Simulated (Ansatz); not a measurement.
# C₂H₆BClO: small, medium and large basis sets

The task here is to estimate one member of a computed series from the others.

The runs use Ansatz 0.2.0, Gaussian basis; one geometry, several basis sets.

Plan: PBE0-D4/def2-SVP; ωB97M-V/def2-SVP; PBE0-D4/def2-QZVPP; ωB97M-V/def2-QZVPP; the functionals' def2-TZVPP values are taken from earlier runs.

### The geometry

The geometry comes from an earlier relaxation with PBE0-D4 in a triple-zeta def2 set; it is a stationary point, not always the lowest conformer.

SMILES `COB(C)Cl`, 11 atoms, charge 0, spin multiplicity 1.

Atoms are counted from 1 here; the program's logs count them from 0.

Bond lengths: C1–O2 1.411 Å, C1–H6 1.091 Å, C1–H7 1.092 Å, C1–H8 1.091 Å, O2–B3 1.341 Å, B3–C4 1.564 Å, B3–Cl5 1.779 Å, C4–H9 1.091 Å, C4–H10 1.092 Å, C4–H11 1.095 Å. Angles: O2–C1–H6 108.3°, O2–C1–H7 108.9°, O2–C1–H8 112.5°, H6–C1–H7 108.8°, H6–C1–H8 109.2°, H7–C1–H8 109.1°, C1–O2–B3 125.5°, O2–B3–C4 127.7°, O2–B3–Cl5 114.2°, C4–B3–Cl5 118.0°, B3–C4–H9 115.1°, B3–C4–H10 110.3°, B3–C4–H11 108.9°, H9–C4–H10 108.6°, H9–C4–H11 107.7°, H10–C4–H11 106.0°.

The first run:

in.yaml

```yaml
crystal:
  periodic: [false, false, false]
  atoms:
    - {symbol: C, position_ang: [-1.359285, 0.599033, 0.812204]}
    - {symbol: O, position_ang: [-0.496619, 1.102046, -0.184103]}
    - {symbol: B, position_ang: [0.556645, 0.452570, -0.701531]}
    - {symbol: C, position_ang: [1.075244, -0.976383, -0.333587]}
    - {symbol: Cl, position_ang: [1.418061, 1.353740, -1.970240]}
    - {symbol: H, position_ang: [-1.441655, 1.345372, 1.603753]}
    - {symbol: H, position_ang: [-2.347498, 0.438992, 0.376430]}
    - {symbol: H, position_ang: [-1.001008, -0.339174, 1.239717]}
    - {symbol: H, position_ang: [0.644210, -1.405278, 0.572040]}
    - {symbol: H, position_ang: [2.162638, -0.969916, -0.231800]}
    - {symbol: H, position_ang: [0.854465, -1.658003, -1.162181]}
basis:
  gaussian: {orbitals: def2-SVP}
hamiltonian: {xc: pbe0, dispersion: d4}
output: {orbitals: {seedname: orbitals}}
```

Steps of the session up to this table: PBE0-D4 in def2-SVP; ωB97M-V in def2-SVP; PBE0-D4 in def2-QZVPP; ωB97M-V in def2-QZVPP.

One of the session's tables, all rows but one given; the rest of the session is left out.

It belongs to the step «Density functionals: the series». 

```
functional       basis  HOMO (eV)  LUMO (eV)
   PBE0-D4    def2-SVP      -8.32       0.52
   PBE0-D4  def2-TZVPP      -8.53       0.25
   PBE0-D4  def2-QZVPP      -8.56       0.17
   ωB97M-V    def2-SVP     -10.59       2.64
   ωB97M-V  def2-TZVPP     -10.83       2.07
   ωB97M-V  def2-QZVPP          ?          ?
```

**Question.** Estimate the row for ωB97M-V, def2-QZVPP.

As computed: HOMO (eV): -10.87; LUMO (eV): 1.53. In the column «HOMO (eV)» it is the lowest.
